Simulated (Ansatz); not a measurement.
# Si2W: the cost of one run

Program: Ansatz 0.2.0. Level of theory: DFT PBE, scalar-relativistic, plane waves, PAW. These are calculated values, not measurements.

15 further runs of the same task are left out: 15 set aside as unsound or not needed.

### 1 The starting structure

Symmetry: I4/mmm, No. 139, tetragonal system. Conventional cell: a = 3.229 Å, b = 3.229 Å, c = 7.867 Å, α = 90.00°, β = 90.00°, γ = 90.00°. Si (site symmetry 4mm) has 5 Si at 2.60 to 2.64 Å and 5 W at 2.63 Å as nearest neighbours. W (site symmetry 4/mmm) has 10 Si at 2.63 Å as nearest neighbours.

Structure file:

```
Si W
1.0
    -1.61465    1.61465    3.93361
     1.61465   -1.61465    3.93361
     1.61465    1.61465   -3.93361
Si W
2 1
Direct
  0.33457 0.33457 0.00000
  0.66543 0.66543 0.00000
  0.00000 0.00000 0.00000
```

This cell was relaxed beforehand with the same method: volume 13.67 Å³/atom, gap on the mesh none (metal).

### 2 What is varied

The energy is mapped over volume and the cell's shape.

The axes are (1) volume per atom: 7 values from 12.03 to 15.31 Å³; (2) c/a of the conventional cell: 7 values from 2.031 to 2.922.

Nothing else is relaxed (fractional coordinates fixed). Energies count from the relaxed crystal. Points are written as (first, second).

### 3 Grid point (12.03 Å³, 2.589)

Contents of input.yaml:

```yaml
crystal:
  lattice:
    - [-1.5163172574, 1.5163172574, 3.9251388524]
    - [1.5163172574, -1.5163172574, 3.9251388524]
    - [1.5163172574, 1.5163172574, -3.9251388524]
  atoms:
    - { symbol: Si, position: [0.3345726944, 0.3345726944, 0.0] }
    - { symbol: Si, position: [0.6654273056, 0.6654273056, 0.0] }
    - { symbol: W, position: [0.0, 0.0, 0.0] }
basis:
  ecutwfc: 420
kpoints:
  mp_grid: { grid: [18, 18, 18] }
hamiltonian:
  xc: pbe
  pseudopotentials: { kind: paw, azcp: { folder: soft_1 } }
scf:
  occupations: { method: gaussian, width: 0.15 }
output:
  forces: true
  stress: true
  eigenvalues: true
```

The run is started by

```console
$ ansatz run input.yaml --threads 2 --pin off --max-ram 4096MiB --backend cpu --events-out ev --progress --plain --runs-dir out
```

**Question.** How long does this run take on 2 threads of Arm Neoverse N1, shared host, and how much memory does it need?

About 12 s, with a peak of 0.48 GiB.
